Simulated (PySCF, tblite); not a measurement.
# C6H11B: a rotation path, then NMR shifts on frames, part 2 of 2

tblite 0.8.0 and PySCF 2.14.0. Atoms count from 0.

**5. Nuclear shieldings: image 5, PBE0/pcSseg-1**

Job settings and geometry (Å):

```
{"job": {"kind": "nmr", "xc": "PBE0", "basis": "pcSseg-1", "pop": false}, "charge": 0, "multiplicity": 1}
B      2.842900     0.742300    -0.173700
C      1.575100    -0.020400     0.228200
C      0.891500    -0.966800    -0.749700
C      0.230900     0.317100    -0.422700
C     -0.980800     0.368200     0.457500
C     -1.957500    -0.770900     0.482600
C     -2.340300     0.526900    -0.158200
H      3.008600     1.047700    -1.291600
H      3.646500     1.023000     0.629000
H      1.462600    -0.328800     1.263400
H      0.489600    -1.877700    -0.332300
H      1.335100    -1.089500    -1.726100
H      0.259600     1.088600    -1.184500
H     -0.818000     0.886500     1.396700
H     -1.774600    -1.612400    -0.167600
H     -2.413700    -1.042000     1.422300
H     -3.064100     1.156500     0.337500
H     -2.402100     0.558000    -1.235600
```

With the program's defaults for keys left out, this is: GIAO PBE0/pcSseg-1 NMR shielding, non-relativistic, gas phase.

Log:

```text
coarse grid: 14424 points
cycle   1  E = -259.5883209500  dE =  9.450e-01  |g| = 3.626e-01  |ddm| = 3.649e+00
cycle   2  E = -259.5880430523  dE =  2.779e-04  |g| = 3.883e-01  |ddm| = 7.086e-01
cycle   3  E = -259.6275053775  dE = -3.946e-02  |g| = 3.972e-02  |ddm| = 3.755e-01
cycle   4  E = -259.6278260585  dE = -3.207e-04  |g| = 1.732e-02  |ddm| = 5.905e-02
cycle   5  E = -259.6279013652  dE = -7.531e-05  |g| = 6.363e-03  |ddm| = 2.303e-02
cycle   6  E = -259.6279107943  dE = -9.429e-06  |g| = 1.276e-03  |ddm| = 6.425e-03
final grid: 137552 points
cycle   7  E = -259.6692782990  dE = -5.337e-05  |g| = 8.798e-03  |ddm| = 4.169e-02
cycle   8  E = -259.6692707982  dE =  7.501e-06  |g| = 1.049e-02  |ddm| = 1.742e-02
cycle   9  E = -259.6692989651  dE = -2.817e-05  |g| = 6.396e-04  |ddm| = 9.289e-03
cycle  10  E = -259.6692990658  dE = -1.006e-07  |g| = 2.539e-04  |ddm| = 9.703e-04
cycle  11  E = -259.6692990812  dE = -1.542e-08  |g| = 6.953e-05  |ddm| = 2.773e-04
cycle  12  E = -259.6692990824  dE = -1.161e-09  |g| = 1.319e-05  |ddm| = 7.443e-05
cycle  13  E = -259.6692990824  dE = -4.172e-11  |g| = 4.385e-06  |ddm| = 1.732e-05
converged SCF energy = -259.6692990824

GIAO shielding tensors (ppm)
atom      isotropic    diamagn.    paramagn.     s11        s22        s33       span
  0 B       16.135     192.461    -176.325    -62.017    -13.838    124.262    186.279
  1 C      156.624     254.940     -98.316     93.258    174.935    201.678    108.419
  2 C      162.104     253.239     -91.135    138.192    162.703    185.415     47.223
  3 C      156.221     248.413     -92.193    121.963    152.052    194.647     72.685
  4 C      170.307     245.322     -75.015    139.106    151.155    220.661     81.555
  5 C      177.997     252.382     -74.385    145.497    176.049    212.446     66.950
  6 C      178.923     254.129     -75.206    149.910    175.640    211.219     61.309
  7 H       24.925      30.088      -5.163     16.324     27.992     30.460     14.136
  8 H       23.954      29.482      -5.528     17.252     27.007     27.604     10.352
  9 H       30.401      33.309      -2.907     24.442     29.671     37.091     12.649
 10 H       30.598      32.686      -2.089     25.662     29.130     37.001     11.339
 11 H       30.574      31.842      -1.268     24.687     26.473     40.563     15.876
 12 H       29.983      32.851      -2.868     21.929     29.264     38.755     16.826
 13 H       30.661      31.572      -0.911     22.294     29.428     40.262     17.969
 14 H       31.484      31.999      -0.515     25.932     29.855     38.664     12.731
 15 H       31.273      30.521       0.753     25.515     26.431     41.874     16.359
 16 H       31.027      30.445       0.582     25.184     26.409     41.487     16.303
 17 H       31.389      31.704      -0.315     25.479     29.110     39.578     14.099
```

It took 17 s on 1 thread of AMD EPYC 7B13, shared host; peak memory 0.87 GiB.

This run: δ C3 30.7, C1 30.3, C2 24.8, C4 16.6, H8 7.76, H7 6.79 ppm.

**6. Shielding tensors: image 6, PBE0/pcSseg-1**

Job settings and geometry (Å):

```
{"job": {"kind": "nmr", "xc": "PBE0", "basis": "pcSseg-1", "pop": false}, "charge": 0, "multiplicity": 1}
B      2.859500     0.646800    -0.099400
C      1.537600    -0.066700     0.203700
C      0.825600    -0.865600    -0.880800
C      0.228900     0.411500    -0.434200
C     -0.994000     0.462300     0.427400
C     -1.861300    -0.743600     0.631000
C     -2.354900     0.396400    -0.204800
H      3.070100     1.043900    -1.180600
H      3.662400     0.793400     0.738700
H      1.379800    -0.469800     1.199600
H      0.374100    -1.795200    -0.571800
H      1.283100    -0.908600    -1.857400
H      0.319000     1.254800    -1.110800
H     -0.892700     1.132900     1.275100
H     -1.603300    -1.659000     0.122800
H     -2.299600    -0.905100     1.603600
H     -3.141400     1.023800     0.186700
H     -2.401900     0.254100    -1.273700
```

Method: GIAO PBE0/pcSseg-1 NMR shielding, non-relativistic, gas phase.

Log:

```text
coarse grid: 14424 points
cycle   1  E = -259.5895896891  dE =  9.490e-01  |g| = 3.626e-01  |ddm| = 3.656e+00
cycle   2  E = -259.5892423136  dE =  3.474e-04  |g| = 3.889e-01  |ddm| = 7.092e-01
cycle   3  E = -259.6287620275  dE = -3.952e-02  |g| = 4.089e-02  |ddm| = 3.782e-01
cycle   4  E = -259.6291047027  dE = -3.427e-04  |g| = 1.733e-02  |ddm| = 6.052e-02
cycle   5  E = -259.6291803810  dE = -7.568e-05  |g| = 6.304e-03  |ddm| = 2.289e-02
cycle   6  E = -259.6291896291  dE = -9.248e-06  |g| = 1.314e-03  |ddm| = 6.390e-03
final grid: 137552 points
cycle   7  E = -259.6705990708  dE = -4.969e-05  |g| = 8.744e-03  |ddm| = 3.834e-02
cycle   8  E = -259.6705913108  dE =  7.760e-06  |g| = 1.049e-02  |ddm| = 1.720e-02
cycle   9  E = -259.6706194269  dE = -2.812e-05  |g| = 6.429e-04  |ddm| = 9.345e-03
cycle  10  E = -259.6706195302  dE = -1.033e-07  |g| = 2.490e-04  |ddm| = 9.576e-04
cycle  11  E = -259.6706195450  dE = -1.487e-08  |g| = 6.740e-05  |ddm| = 2.705e-04
cycle  12  E = -259.6706195461  dE = -1.087e-09  |g| = 1.385e-05  |ddm| = 7.362e-05
cycle  13  E = -259.6706195462  dE = -4.547e-11  |g| = 4.627e-06  |ddm| = 1.823e-05
converged SCF energy = -259.6706195462

GIAO shielding tensors (ppm)
atom      isotropic    diamagn.    paramagn.     s11        s22        s33       span
  0 B       16.206     192.445    -176.239    -62.365    -13.257    124.239    186.604
  1 C      158.275     255.001     -96.725     94.963    176.574    203.288    108.325
  2 C      165.239     253.405     -88.166    141.516    168.448    185.752     44.236
  3 C      156.460     248.556     -92.097    121.318    155.852    192.209     70.891
  4 C      170.498     245.405     -74.908    137.785    155.507    218.202     80.417
  5 C      181.556     252.145     -70.589    152.414    178.329    213.926     61.512
  6 C      180.048     254.417     -74.369    151.874    175.893    212.378     60.504
  7 H       24.908      30.087      -5.178     16.294     27.975     30.455     14.161
  8 H       23.971      29.508      -5.537     17.264     27.010     27.637     10.373
  9 H       30.477      33.421      -2.945     24.211     30.042     37.177     12.966
 10 H       30.689      32.816      -2.127     25.173     29.796     37.099     11.926
 11 H       30.655      31.771      -1.115     24.657     26.454     40.855     16.198
 12 H       29.797      32.613      -2.816     21.940     28.711     38.739     16.799
 13 H       30.515      31.384      -0.870     22.467     28.836     40.241     17.773
 14 H       31.526      32.124      -0.597     25.437     30.428     38.714     13.277
 15 H       31.385      30.425       0.960     25.515     26.376     42.264     16.749
 16 H       31.094      30.470       0.624     25.168     26.457     41.656     16.488
 17 H       31.467      31.751      -0.285     25.308     29.391     39.700     14.392
```

Run time: 17 s. Hardware: 1 thread of AMD EPYC 7B13, shared host; peak memory 0.87 GiB.

Key values: δ C3 30.5, C1 28.6, C2 21.7, C4 16.4, H8 7.75, H7 6.81 ppm.

**7. Shielding tensors: image 8, PBE0/pcSseg-1**

Job settings and geometry (Å):

```
{"job": {"kind": "nmr", "xc": "PBE0", "basis": "pcSseg-1", "pop": false}, "charge": 0, "multiplicity": 1}
B      2.837900     0.447800     0.032000
C      1.447700    -0.192400     0.111400
C      0.708800    -0.655500    -1.137400
C      0.235300     0.564800    -0.450000
C     -1.028000     0.616600     0.345000
C     -1.674600    -0.613700     0.907500
C     -2.317800     0.107300    -0.236200
H      3.154300     1.038800    -0.928200
H      3.581200     0.364000     0.931900
H      1.195000    -0.773700     0.992500
H      0.134800    -1.566400    -1.060200
H      1.212200    -0.542500    -2.085800
H      0.460900     1.507500    -0.936200
H     -1.097400     1.511300     0.954900
H     -1.223600    -1.575500     0.717800
H     -2.134000    -0.543600     1.882200
H     -3.223300     0.666000    -0.055000
H     -2.278100    -0.354400    -1.211000
```

Level: GIAO PBE0/pcSseg-1 NMR shielding, non-relativistic, gas phase.

Log:

```text
coarse grid: 14424 points
cycle   1  E = -259.5895256421  dE =  9.486e-01  |g| = 3.628e-01  |ddm| = 3.638e+00
cycle   2  E = -259.5893111735  dE =  2.145e-04  |g| = 3.889e-01  |ddm| = 7.122e-01
cycle   3  E = -259.6286818369  dE = -3.937e-02  |g| = 4.388e-02  |ddm| = 3.855e-01
cycle   4  E = -259.6290847746  dE = -4.029e-04  |g| = 1.704e-02  |ddm| = 6.558e-02
cycle   5  E = -259.6291572586  dE = -7.248e-05  |g| = 6.359e-03  |ddm| = 2.285e-02
cycle   6  E = -259.6291666624  dE = -9.404e-06  |g| = 1.409e-03  |ddm| = 6.515e-03
final grid: 137552 points
cycle   7  E = -259.6711835253  dE = -5.612e-05  |g| = 9.025e-03  |ddm| = 3.810e-02
cycle   8  E = -259.6711754795  dE =  8.046e-06  |g| = 1.079e-02  |ddm| = 1.750e-02
cycle   9  E = -259.6712050449  dE = -2.957e-05  |g| = 6.862e-04  |ddm| = 9.687e-03
cycle  10  E = -259.6712051626  dE = -1.177e-07  |g| = 2.484e-04  |ddm| = 1.076e-03
cycle  11  E = -259.6712051773  dE = -1.464e-08  |g| = 7.690e-05  |ddm| = 2.786e-04
cycle  12  E = -259.6712051787  dE = -1.404e-09  |g| = 1.604e-05  |ddm| = 8.590e-05
cycle  13  E = -259.6712051787  dE = -6.150e-11  |g| = 4.646e-06  |ddm| = 2.029e-05
converged SCF energy = -259.6712051787

GIAO shielding tensors (ppm)
atom      isotropic    diamagn.    paramagn.     s11        s22        s33       span
  0 B       16.543     192.334    -175.790    -62.009    -12.906    124.546    186.555
  1 C      157.342     254.919     -97.576     92.660    174.578    204.788    112.128
  2 C      171.377     253.456     -82.078    146.479    178.485    189.167     42.688
  3 C      156.832     248.265     -91.432    119.038    160.498    190.960     71.923
  4 C      171.432     245.309     -73.877    136.200    160.850    217.247     81.047
  5 C      186.481     252.030     -65.549    161.368    182.287    215.790     54.422
  6 C      177.760     254.287     -76.527    148.978    173.874    210.428     61.450
  7 H       24.891      30.101      -5.210     16.350     27.857     30.467     14.117
  8 H       24.013      29.566      -5.553     17.277     26.926     27.836     10.559
  9 H       30.507      33.574      -3.067     23.965     30.950     36.605     12.639
 10 H       31.055      32.668      -1.613     25.356     30.680     37.129     11.774
 11 H       30.772      31.583      -0.811     24.594     26.451     41.271     16.677
 12 H       29.647      32.449      -2.803     22.181     28.053     38.707     16.526
 13 H       30.417      31.293      -0.876     22.868     28.107     40.276     17.407
 14 H       31.816      32.223      -0.407     25.611     31.205     38.633     13.022
 15 H       31.488      30.355       1.133     25.395     26.475     42.595     17.200
 16 H       31.116      30.422       0.694     25.071     26.430     41.848     16.777
 17 H       31.454      31.805      -0.351     25.129     30.229     39.003     13.874
```

Run time: 17 s. Hardware: 1 thread of AMD EPYC 7B13, shared host; peak memory 0.78 GiB.

This run: δ C3 30.1, C1 29.6, C2 15.5, C4 15.5, H8 7.70, H7 6.83 ppm.

**8. Run by run: NMR shifts**

Shifts (ppm) of some atoms, chosen among heavy atoms and hydrogens apart, with basis size and wall time:

| frame | C3 | C1 | C2 | C4 | C5 | H12 | H13 | functions | time |
| --- | --- | --- | --- | --- | --- | --- | --- | --- | --- |
| image 0 | 34.5 | 28.8 | 23.2 | 19.3 | 8.1 | 0.63 | 0.13 | 174 | 23 s |
| image 2 | 32.7 | 32.3 | 22.3 | 18.7 | 7.0 | 0.87 | 0.33 | 174 | 17 s |
| image 5 | 30.7 | 30.3 | 24.8 | 16.6 | 8.9 | 1.73 | 1.06 | 174 | 17 s |
| image 6 | 30.5 | 28.6 | 21.7 | 16.4 | 5.4 | 1.92 | 1.20 | 174 | 17 s |
| image 8 | 30.1 | 29.6 | 15.5 | 15.5 | 0.4 | 2.07 | 1.30 | 174 | 17 s |

**9. What came out**

This closing draws on all 2 parts.

| quantity | value |
| --- | --- |
| barrier | 0.078 eV (1.8 kcal/mol) at image 5 |
| end to end (GFN2-xTB) | 0.045 eV |
| 13C shifts against TMS (PBE0/pcSseg-1, image 0) | 34.5, 28.8, 23.2, 19.3, 8.1, 7.0 ppm |
| 1H shifts against TMS (PBE0/pcSseg-1, image 0) | 7.70, 6.71, 1.37, 1.29, 1.27, 0.65, 0.63, 0.55, 0.35, 0.13, 0.11 ppm |
| 11B shifts against BF3·OEt2 (PBE0/pcSseg-1, image 0) | 83.2 ppm |
| surface potential, 1st and 99th percentile | -0.48 V and 0.81 V |
| range of the shift of C2 | 15.5 to 24.8 ppm |

**Reading.** Along the band the dihedral turns by 137°, and the top (dihedral 259°) lies 1.8 kcal/mol above the start (GFN2-xTB, rough), so at room temperature this motion is fast. Ends this close can change order at a higher level. The top was not checked by a frequency run. Shifts at one fixed geometry are not the observed spectrum, which averages over the motion. In the first frame run (image 0): The largest span, 187 ppm, is at B0, where the paramagnetic term is -176 ppm. By nearest atom (PBE0/pcSseg-1), the HOMO sits on C3, C4 about 16 % each; C1, C6 about 11 % each and the LUMO on B0 49 %; H7, H8 about 14 % each. Across the 5 runs the shift of C2 moves most, between 15.5 (image 8) and 24.8 ppm (image 5).
